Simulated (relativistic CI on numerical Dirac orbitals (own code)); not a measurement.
# Zr³⁺: 4s photoemission multiplets

Aim: the 4s photoemission spectrum of Zr³⁺ in 4 surroundings, from the same atomic integrals.

Method: Dirac-Coulomb-Breit CI, KLI orbitals optimised for each configuration, model QED (radiative potential, 1s self-energy scaled to tabulated hydrogen-like ionisation energies), valence Slater integrals scaled by 0.8, multiplet model of photoemission in the sudden approximation. Code: relativistic CI on numerical Dirac orbitals (own code) version 1.

### Step 1. What is computed

```
ion            : Zr³⁺ (Zr IV)
nuclear charge : 40
electrons      : 37
configurations : [Kr] 4d → [Ar] 3d10 4s 4p6 4d
temperature    : 300 K
widths         : Lorentz 2.8 eV, Gauss 0.6 eV
surrounding 1  : free ion
surrounding 2  : Oh, 10Dq = 6000 cm⁻¹
surrounding 3  : Oh, 10Dq = 16500 cm⁻¹
surrounding 4  : Oh, 10Dq = 27050 cm⁻¹
```

### Step 2. Surrounding 1: free ion

Input settings:

```ini
atom Zr  Z=40  charge=3  electrons=37
nucleus A=90  rms_radius_fm=4.2694
hamiltonian dirac-coulomb  breit=on  qed=on  c_scale=1
orbitals kli  potential=per-configuration
slater_scale 0.8
correlation none
mixing on
configurations
  [Kr] 4d
  [Ar] 3d10 4s 4p6 4d
end
photoemission 4s T=300 lorentz=2.8 gauss=0.6
crystal_field free
```

Results of the run (chosen fields of its result record, rounded):

```text
{
  "status": "converged",
  "curve, one point in 2 above 2 % of the maximum [energy, intensity] [eV; 1/eV]": [
    [82.6, 0.003672],
    [83.4, 0.004271],
    [84.2, 0.005028],
    [85, 0.006006],
    [85.8, 0.007299],
    [86.6, 0.009056],
    [87.4, 0.01153],
    [88.2, 0.01516],
    [89, 0.02076],
    [89.8, 0.02999],
    [90.6, 0.04639],
    [91.4, 0.07742],
    [92.2, 0.132],
    [93, 0.1819],
    [93.8, 0.1613],
    [94.6, 0.1203],
    [95.4, 0.09852],
    [96.2, 0.0714],
    [97, 0.04481],
    [97.8, 0.02869],
    [98.6, 0.01965],
    [99.4, 0.01428],
    [100.2, 0.01086],
    [101, 0.008539],
    [101.8, 0.006897],
    [102.6, 0.00569],
    [103.4, 0.004776],
    [104.2, 0.004067]
  ],
  "sticks, the strongest [energy, strength] [eV, share]": [
    [93, 0.001088],
    [93.07, 0.3723],
    [93.12, 0.004168],
    [93.14, 0.3945],
    [95.36, 0.001898],
    [95.5, 0.2261]
  ],
  "centroid [eV]": 93.6524,
  "spread [eV]": 1.00259,
  "peak [eV]": 93.0,
  "ground_S": 0.5,
  "radial 4s 4d [Ha, bohr]": {"<r^1>(4s)": 1.186, "<r^2>(4s)": 1.5886, "<r^4>(4s)": 3.7581, "<r^-3>(4d)": 4.1081, "<r^1>(4d)": 1.6859, "<r^2>(4d)": 3.2801, "<r^4>(4d)": 17.471, "G2(4s,4d)": 0.26542, "zeta(4d)": 0.0026807}
}
```

Run time: 0.16 s. Hardware: 1 thread, shared host.

### Step 3. Surrounding 2: Oh, 10Dq = 6000

Changes to the settings of step 2:

```diff
@@ -12,2 +12,2 @@
 photoemission 4s T=300 lorentz=2.8 gauss=0.6
-crystal_field free
+crystal_field Oh 10Dq=6000
```

Main fields:

```text
{
  "status": "converged",
  "curve, one point in 3 above 2 % of the maximum [energy, intensity] [eV; 1/eV]": [
    [82.6, 0.003662],
    [83.8, 0.004611],
    [85, 0.005984],
    [86.2, 0.008074],
    [87.4, 0.01147],
    [88.6, 0.01754],
    [89.8, 0.02979],
    [91, 0.05892],
    [92.2, 0.1308],
    [93.4, 0.179],
    [94.6, 0.122],
    [95.8, 0.08739],
    [97, 0.0449],
    [98.2, 0.02361],
    [99.4, 0.01433],
    [100.6, 0.009623],
    [101.8, 0.006917],
    [103, 0.005217],
    [104.2, 0.004077]
  ],
  "sticks, the strongest [energy, strength] [eV, share]": [
    [93.08, 0.007653],
    [93.09, 0.6139],
    [93.12, 0.003987],
    [93.17, 0.1327],
    [93.88, 0.002138],
    [95.36, 0.004215],
    [95.45, 0.2342],
    [96.19, 0.0008473]
  ],
  "centroid [eV]": 93.6664,
  "spread [eV]": 1.00186,
  "peak [eV]": 93.0,
  "ground_S": 0.5
}
```

Wall time 0.16 s (1 thread, shared host).

### Step 4. Surrounding 3: Oh, 10Dq = 16500

Changes to the settings of step 3:

```diff
@@ -12,2 +12,2 @@
 photoemission 4s T=300 lorentz=2.8 gauss=0.6
-crystal_field Oh 10Dq=6000
+crystal_field Oh 10Dq=16500
```

Main fields:

```text
{
  "status": "converged",
  "curve, one point in 3 above 2 % of the maximum [energy, intensity] [eV; 1/eV]": [
    [82.6, 0.003661],
    [83.8, 0.004611],
    [85, 0.005984],
    [86.2, 0.008073],
    [87.4, 0.01147],
    [88.6, 0.01753],
    [89.8, 0.02979],
    [91, 0.05893],
    [92.2, 0.1308],
    [93.4, 0.1787],
    [94.6, 0.1222],
    [95.8, 0.0875],
    [97, 0.04488],
    [98.2, 0.0236],
    [99.4, 0.01433],
    [100.6, 0.009622],
    [101.8, 0.006917],
    [103, 0.005217],
    [104.2, 0.004077]
  ],
  "sticks, the strongest [energy, strength] [eV, share]": [
    [93.08, 0.008854],
    [93.09, 0.6135],
    [93.12, 0.004585],
    [93.16, 0.1308],
    [95.08, 0.0003663],
    [95.16, 0.01584],
    [95.37, 0.004516],
    [95.46, 0.2215]
  ],
  "centroid [eV]": 93.6686,
  "spread [eV]": 1.00173,
  "peak [eV]": 93.0,
  "ground_S": 0.5
}
```

Wall time 0.16 s (1 thread, shared host).

### Step 5. Surrounding 4: Oh, 10Dq = 27050

Changes to the settings of step 4:

```diff
@@ -12,2 +12,2 @@
 photoemission 4s T=300 lorentz=2.8 gauss=0.6
-crystal_field Oh 10Dq=16500
+crystal_field Oh 10Dq=27050
```

Main fields:

```text
{
  "status": "converged",
  "curve, one point in 3 above 2 % of the maximum [energy, intensity] [eV; 1/eV]": [
    [82.6, 0.003661],
    [83.8, 0.00461],
    [85, 0.005983],
    [86.2, 0.008072],
    [87.4, 0.01147],
    [88.6, 0.01753],
    [89.8, 0.02978],
    [91, 0.05892],
    [92.2, 0.1308],
    [93.4, 0.1786],
    [94.6, 0.1222],
    [95.8, 0.08759],
    [97, 0.04492],
    [98.2, 0.02362],
    [99.4, 0.01434],
    [100.6, 0.009627],
    [101.8, 0.00692],
    [103, 0.005219],
    [104.2, 0.004079]
  ],
  "sticks, the strongest [energy, strength] [eV, share]": [
    [93.08, 0.009165],
    [93.09, 0.6131],
    [93.12, 0.004735],
    [93.16, 0.1305],
    [95.35, 0.005031],
    [95.44, 0.2367],
    [96.49, 0.000672]
  ],
  "centroid [eV]": 93.6692,
  "spread [eV]": 1.00169,
  "peak [eV]": 93.0,
  "ground_S": 0.5
}
```

Run time: 0.16 s. Hardware: 1 thread, shared host.

### Step 6. The spectra side by side

| surrounding | ground S | centroid (eV) | spread (eV) | up to four highest peaks (% of the highest), eV |
| --- | --- | --- | --- | --- |
| 1: free | 0.50 | 93.65 | 1.00 | 93.0 (100) |
| 2: Oh | 0.50 | 93.67 | 1.00 | 93.0 (100) |
| 3: Oh | 0.50 | 93.67 | 1.00 | 93.0 (100) |
| 4: Oh | 0.50 | 93.67 | 1.00 | 93.0 (100) |

### Step 7. What came out

| quantity | value |
| --- | --- |
| highest peak, first run | 93.0 eV |
| ground spin (effective S from ⟨S²⟩) | 0.50 |

The highest peak stays in place, within the step of the energy grid, in all surroundings. Energies are those of the free ion without screening by ligands; binding energies in solids differ by tens of eV. The exchange splitting of an s hole comes out too large without intra-shell correlation.
